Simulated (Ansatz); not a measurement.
Crystal: BiTe.

```xyz
2
Lattice="0.0000 3.2350 3.2350 3.2350 0.0000 3.2350 3.2350 3.2350 0.0000" Properties=species:S:1:pos:R:3 pbc="T T T"
Bi    0.0000    0.0000    0.0000
Te    3.2350    3.2350    3.2350
```

| Item | Value |
| --- | --- |
| Program | Ansatz 0.2.0 |
| Task | relaxation of cell and atoms |
| Functional | PBEsol |
| Dispersion | D3(BJ) |
| Potentials or basis | Ansatz PAW |
| Cutoff | 420 eV (not typed: the program's choice for these potentials) |
| k mesh | 7 × 7 × 7 |
| Occupations | fermi-dirac, width 0.05 eV |
| Spin | no spin polarisation |

At the start: volume 33.86 Å³/atom.

Question: Where does the relaxation end?

Answer: It ends after 5 steps and the volume is 31.47 Å³/atom (-7.1 %); space group Fm-3m (No. 225, to 0.05 Å).

The path:
| step | energy change (eV) | largest force (eV/Å) | volume (Å³) |
| --- | --- | --- | --- |
| 1 | 0.0000 | 0.0000 | 67.71 |
| 2 | -0.0426 | 0.0000 | 60.57 |
| 3 | -0.0590 | 0.0000 | 63.23 |
| 4 | -0.0593 | 0.0000 | 62.93 |
| 5 | -0.0584 | 0.0000 | 62.93 |

Final structure:
```
CELL_PARAMETERS angstrom
0.00000 3.15709 3.15709
3.15709 0.00000 3.15709
3.15709 3.15709 0.00000
ATOMIC_POSITIONS crystal
Bi 0.00000 0.00000 0.00000
Te 0.50000 0.50000 0.50000
```

Caveat: the plane-wave basis is chosen anew once the cell has moved, so the energies of steps on either side of that aren't comparable; pairwise dispersion overbinds metals, which lowers pressure and volume; the PAW data sets come from PBE, with cores solved anew for the run's functional, which leaves a small shift of forces and pressure.
